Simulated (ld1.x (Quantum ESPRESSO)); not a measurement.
# Si: an ultrasoft potential and its near relatives, part 2 of 2

One potential is built and tested. Then a few of its settings are changed, to learn what that costs or gains.

ld1.x (Quantum ESPRESSO) 7.5; first potential PBE, non-relativistic. The steps go on from the part before.

### 4 Does it scatter like the atom?

Taken from the files of the generation run. The phase is arctan(r·u′/u) with u = r·R, unwrapped, with energies in Ry. A pole is an energy at which the radial function vanishes at the test radius. The pseudo phase is shifted by a multiple of π to meet the all-electron one at the reference energy. Levels narrower than the energy grid can be missing from the poles. The last column is the largest difference on the grid between −1 and +1 Ry.

| channel | radius (bohr) | reference (Ry) | poles AE | poles PS | window around the reference with phases within 0.05 rad (Ry) | largest difference near zero (rad) |
| --- | --- | --- | --- | --- | --- | --- |
| s | 2.05 | -0.85 | 1.76 | 1.75, 2.92 | below 2.8 | 0.000 |
| p | 2.05 | -0.34 | 2.71 | 2.69 | the whole range | 0.000 |

Phases (rad) along the scan:

| E (Ry) | s AE | s PS | p AE | p PS |
| --- | --- | --- | --- | --- |
| -3.00 | 1.152 | 1.152 | 1.231 | 1.230 |
| -2.52 | 1.065 | 1.065 | 1.186 | 1.186 |
| -2.04 | 0.916 | 0.916 | 1.121 | 1.121 |
| -1.56 | 0.611 | 0.611 | 1.019 | 1.019 |
| -1.08 | -0.042 | -0.042 | 0.837 | 0.837 |
| -0.60 | -0.790 | -0.790 | 0.461 | 0.461 |
| -0.12 | -1.171 | -1.171 | -0.255 | -0.255 |
| 0.36 | -1.353 | -1.353 | -0.895 | -0.895 |
| 0.84 | -1.456 | -1.456 | -1.208 | -1.208 |
| 1.32 | -1.524 | -1.524 | -1.367 | -1.367 |
| 1.80 | -1.574 | -1.575 | -1.461 | -1.462 |
| 2.28 | -1.616 | -1.619 | -1.526 | -1.527 |
| 2.76 | -1.653 | -1.687 | -1.576 | -1.578 |
| 3.24 | -1.688 | -4.812 | -1.617 | -1.621 |
| 3.72 | -1.726 | -4.853 | -1.655 | -1.662 |
| 4.20 | -1.768 | -4.894 | -1.693 | -1.706 |
| 4.68 | -1.819 | -4.941 | -1.734 | -1.757 |

### 5 Cutoff and ghost test in a Bessel basis

A separate test, outside the generator: the pseudo-atom's Hamiltonian at the reference potential is diagonalised in spherical Bessel functions j_l(qr) that vanish at 20 bohr, with q² up to the cutoff.

All-electron valence levels (Ry): 3s -0.8458, 3p -0.3434. The lowest levels of each channel (Ry) by cutoff; the last column sums, over occupied levels, occupation times the distance from the level at 400 Ry. A positive value at high cutoff is not a bound level.

| cutoff (Ry) | s #1 | p #1 | d #1 | f #1 | Σ f·Δε (mRy) |
| --- | --- | --- | --- | --- | --- |
| 8 | -0.8393 | -0.3418 | 0.0534 | 0.1100 | 11.5 |
| 10 | -0.8432 | -0.3428 | 0.0532 | 0.1100 | 4.6 |
| 12 | -0.8450 | -0.3431 | 0.0531 | 0.1100 | 1.8 |
| 15 | -0.8456 | -0.3433 | 0.0530 | 0.1100 | 0.8 |
| 18 | -0.8457 | -0.3433 | 0.0529 | 0.1100 | 0.5 |
| 21 | -0.8457 | -0.3434 | 0.0528 | 0.1100 | 0.3 |
| 400 | -0.8458 | -0.3434 | 0.0526 | 0.1100 | 0.0 |

The sum stays within 10 mRy from 10 Ry and within 1 mRy from 15 Ry. The sum leaves out empty levels, which can need more. Ghost test: no level below the all-electron spectrum of its channel (s, p, d, f tested).

### 6 Changed: waves 3p (bound): rcut 1.60, rcutus 2.05 bohr; 3p channel at 0.1 Ry: rcut 1.60, rcutus …

In full, the change is: waves 3p (bound): rcut 1.60, rcutus 2.05 bohr; 3p channel at 0.1 Ry: rcut 1.60, rcutus 2.05 bohr; local potential all-electron potential smoothed inside 1.10 bohr (lloc = -1).

Si.in reads:

```
 &input
   title='Si', zed=14., rel=0, dft='PBE', iswitch=3,
   config='[Ne] 3s1 3p3',
   nld=2, rlderiv=2.25, eminld=-3.0, emaxld=5.0, deld=0.02
 /
 &inputp
   pseudotype=3, tm=.true., lloc=-1, rcloc=1.10,
   nlcc=.true., rcore=0.85,
   which_augfun='PSQ', rmatch_augfun=1.60,
   file_pseudopw='Si.UPF', file_wfcaegen='ae.wfc', file_wfcncgen='nc.wfc', file_beta='beta', file_chi='chi', file_wfcusgen='us.wfc'
 /
4
3S  1  0   1.00   0.00  1.45  1.70  0.0
3S  1  0   0.00   0.20  1.45  1.70  0.0
3P  2  1   3.00   0.00  1.60  2.05  0.0
3P  2  1   0.00   0.10  1.60  2.05  0.0
 &test
   configts(1)='3s1 3p3'
 /
```

Command:

```
ld1.x < Si.in > Si.out
```

Output in Si.out (without the banner and most projector matrices):

```text
     Program LD1 v.7.5
     [... all-electron run as in step 2 ...]


     --------------------- Generating US pseudopotential ---------------------

      Generating local potential from pseudized AE potential:
      Matching radius rcloc =   1.1000

      Local pseudo, rcloc= 1.090 Estimated cut-off energy=    20.28 Ry

      Computing core charge for nlcc:

       r > 0.86 : true rho core
       r < 0.86 : rho core = a sin(br)/r    a=   9.70  b=   3.02

      Integrated core pseudo-charge :   3.87
      Wfc-us  3S rcutus= 1.709  Estimated cut-off energy=    15.00 Ry
      Wfc-us  3S rcutus= 1.709  Estimated cut-off energy=    16.68 Ry
      Wfc-us  3P rcutus= 2.036  Estimated cut-off energy=    17.94 Ry
      Wfc-us  3P rcutus= 2.036  Estimated cut-off energy=    18.73 Ry

     Q pseudized with Bessel functions
     Expected ecutrho=     102.9901 due to l1=  1   l2=  1

     ------------------- End of pseudopotential generation -------------------

     [... all-electron run as in step 2 ...]


     Computing logarithmic derivative in   2.23605
     Computing logarithmic derivative in   2.23605
     Computing the partial wave expansion
     R is outside the sphere for l=    0 j= 0.00
     R is outside the sphere for l=    0 j= 0.00
     R is outside the sphere for l=    1 j= 0.00
     R is outside the sphere for l=    1 j= 0.00

     ---------------------- Testing the pseudopotential ----------------------

     Si

     atomic number is 14.00   valence charge is  4.00
     dft =PBE   lsd =0 sic =0 latt =0  beta=0.20 tr2=1.0E-14
     mesh =1141 r(mesh) = 100.57892 xmin = -7.00 dx = 0.01250

     n l     nl             e AE (Ry)        e PS (Ry)    De AE-PS (Ry)
     1 0     3S   1( 1.00)       -0.84581       -0.84581        0.00000
     2 1     3P   1( 3.00)       -0.34342       -0.34342        0.00000

     eps = 1.7E-26  iter =  1

     Etot =    -577.910164 Ry,    -288.955082 Ha,   -7862.868347 eV
     Etotps =   -13.215986 Ry,      -6.607993 Ha,    -179.812655 eV

     Ekin =       3.114880 Ry,       1.557440 Ha,      42.380100 eV
     Encl =     -15.279914 Ry,      -7.639957 Ha,    -207.893816 eV
     Ehrt =       5.663657 Ry,       2.831829 Ha,      77.057982 eV
     Ecxc =      -8.341087 Ry,      -4.170543 Ha,    -113.486269 eV
     (Ecc =      -6.161980 Ry,      -3.080990 Ha,     -83.838004 eV)
     Epseu=       1.626477 Ry,       0.813239 Ha,      22.129348 eV

     ---------------------- End of pseudopotential test ----------------------
```

Run time: 1.2 s. Hardware: 1 thread, shared host. This counts the later configuration tests of the new file too.

The new file went through the configuration test as well (its log is not shown).

The tests as a table, with energies relative to 3s1 3p3.

```tsv
valence configuration	charge	ΔE all-electron (eV)	error AE − PS (meV)
3s2 3p2	0	-6.759	-2.5
3s2 3p1	+1	0.992	-0.8
3s2 3p0	+2	16.997	+6.0
3s1 3p2	+1	8.360	+0.2
3s2 3p1.5	+0.5	-3.832	-2.0
3s2 3p2.3	-0.3	-7.692	-2.5
3s0 3p4	0	6.905	-2.4
```

Compared with the first run, the loose cutoff stays at 10 Ry, the largest test error goes from +5.0 to +6.0 meV and there is no bound ghost.

### 7 Variant: waves 3p (bound): rcut 1.60, rcutus 2.38 bohr; 3p channel at 0.1 Ry: rcut 1.60, rcutus …

In full, the change is: waves 3p (bound): rcut 1.60, rcutus 2.38 bohr; 3p channel at 0.1 Ry: rcut 1.60, rcutus 2.38 bohr.

Si.in reads:

```
 &input
   title='Si', zed=14., rel=0, dft='PBE', iswitch=3,
   config='[Ne] 3s1 3p3',
   nld=2, rlderiv=2.60, eminld=-3.0, emaxld=5.0, deld=0.02
 /
 &inputp
   pseudotype=3, tm=.true., lloc=-1, rcloc=1.30,
   nlcc=.true., rcore=0.85,
   which_augfun='PSQ', rmatch_augfun=1.60,
   file_pseudopw='Si.UPF', file_wfcaegen='ae.wfc', file_wfcncgen='nc.wfc', file_beta='beta', file_chi='chi', file_wfcusgen='us.wfc'
 /
4
3S  1  0   1.00   0.00  1.45  1.70  0.0
3S  1  0   0.00   0.20  1.45  1.70  0.0
3P  2  1   3.00   0.00  1.60  2.38  0.0
3P  2  1   0.00   0.10  1.60  2.38  0.0
 &test
   configts(1)='3s1 3p3'
 /
```

Command:

```
ld1.x < Si.in > Si.out
```

The output, Si.out (without the banner and most projector matrices):

```text
     Program LD1 v.7.5
     [... all-electron run as in step 2 ...]


     --------------------- Generating US pseudopotential ---------------------

      Generating local potential from pseudized AE potential:
      Matching radius rcloc =   1.3000

      Local pseudo, rcloc= 1.298 Estimated cut-off energy=    14.18 Ry

      Computing core charge for nlcc:

       r > 0.86 : true rho core
       r < 0.86 : rho core = a sin(br)/r    a=   9.70  b=   3.02

      Integrated core pseudo-charge :   3.87
      Wfc-us  3S rcutus= 1.709  Estimated cut-off energy=    15.00 Ry
      Wfc-us  3S rcutus= 1.709  Estimated cut-off energy=    16.68 Ry
      Wfc-us  3P rcutus= 2.365  Estimated cut-off energy=    13.60 Ry
      Wfc-us  3P rcutus= 2.365  Estimated cut-off energy=    14.66 Ry

     Q pseudized with Bessel functions
     Expected ecutrho=      98.2059 due to l1=  1   l2=  1

     ------------------- End of pseudopotential generation -------------------

     [... all-electron run as in step 2 ...]


     Computing logarithmic derivative in   2.59792
     Computing logarithmic derivative in   2.59792
     Computing the partial wave expansion
     R is outside the sphere for l=    0 j= 0.00
     R is outside the sphere for l=    0 j= 0.00
     R is outside the sphere for l=    1 j= 0.00
     R is outside the sphere for l=    1 j= 0.00

     ---------------------- Testing the pseudopotential ----------------------

     Si

     atomic number is 14.00   valence charge is  4.00
     dft =PBE   lsd =0 sic =0 latt =0  beta=0.20 tr2=1.0E-14
     mesh =1141 r(mesh) = 100.57892 xmin = -7.00 dx = 0.01250

     n l     nl             e AE (Ry)        e PS (Ry)    De AE-PS (Ry)
     1 0     3S   1( 1.00)       -0.84581       -0.84581        0.00000
     2 1     3P   1( 3.00)       -0.34342       -0.34342        0.00000

     eps = 1.9E-25  iter =  1

     Etot =    -577.910164 Ry,    -288.955082 Ha,   -7862.868347 eV
     Etotps =   -13.214360 Ry,      -6.607180 Ha,    -179.790523 eV

     Ekin =       3.204692 Ry,       1.602346 Ha,      43.602059 eV
     Encl =     -15.510950 Ry,      -7.755475 Ha,    -211.037229 eV
     Ehrt =       5.662160 Ry,       2.831080 Ha,      77.037615 eV
     Ecxc =      -8.328262 Ry,      -4.164131 Ha,    -113.311784 eV
     (Ecc =      -6.161980 Ry,      -3.080990 Ha,     -83.838004 eV)
     Epseu=       1.758001 Ry,       0.879000 Ha,      23.918815 eV

     ---------------------- End of pseudopotential test ----------------------
```

Run time: 1.2 s. Hardware: 1 thread, shared host. (Generation and the later configuration tests together.)

The test run was repeated on this file; only its results are given.

Excitation and ionisation energies from 3s1 3p3, with the error of the potential.

| valence configuration | charge | ΔE all-electron (eV) | error AE − PS (meV) |
| --- | --- | --- | --- |
| 3s2 3p2 | 0 | -6.759 | -3.4 |
| 3s2 3p1 | +1 | 0.992 | -2.2 |
| 3s2 3p0 | +2 | 16.997 | +6.2 |
| 3s1 3p2 | +1 | 8.360 | +0.4 |
| 3s2 3p1.5 | +0.5 | -3.832 | -3.3 |
| 3s2 3p2.3 | -0.3 | -7.692 | -3.4 |
| 3s0 3p4 | 0 | 6.905 | -3.3 |

With this change the loose cutoff stays at 10 Ry, the largest test error goes from +5.0 to +6.2 meV and there is no bound ghost.

### 8 Comparison

The summary covers parts 1 to 2.

Cutoffs, loose and tight: the cutoffs (Ry, on a coarse ladder) from which the occupation-weighted sum of valence levels, in a spherical-Bessel basis at the reference potential, stays within 10 and 1 mRy of its value at 400 Ry; empty and scattering waves don't count. The number of plane waves in a given cell goes as the cutoff to the power 3/2; it is given for the loose cutoff, relative to the first potential. Test errors are all-electron less pseudo. The phase difference is the largest within 1 Ry of zero, over the channels with partial waves.

```csv
change,outcome,"cutoff, loose","cutoff, tight","plane waves, relative",bound ghosts,largest test error (meV),phase difference near zero (rad),lowest overlap eigenvalue (Bessel basis)
first potential,generated,10 Ry,15 Ry,1.00,none,+5.0,0.000,0.397
"waves 3p (bound): rcut 1.60, rcutus 2.05 bohr; 3p channel at 0.1 Ry: rcut 1.60, rcutus 2.05 bohr; local potential all-electron potential smoothed inside 1.10 bohr (lloc = -1)",generated,10 Ry,15 Ry,1.00,none,+6.0,0.000,0.416
"waves 3p (bound): rcut 1.60, rcutus 2.38 bohr; 3p channel at 0.1 Ry: rcut 1.60, rcutus 2.38 bohr",generated,10 Ry,15 Ry,1.00,none,+6.2,0.000,0.397
```

Among those with the same tests, the first potential has the smallest worst error, +5.0 meV.

The first potential by itself. The worst unpolarised test, 3s2 3p0, is off by 5.0 meV on 17.0 eV; by total energies transferability rates as good. The potential is soft on the atom at that tolerance: the looser tolerance needs 10 Ry. No bound ghost shows below the valence levels.
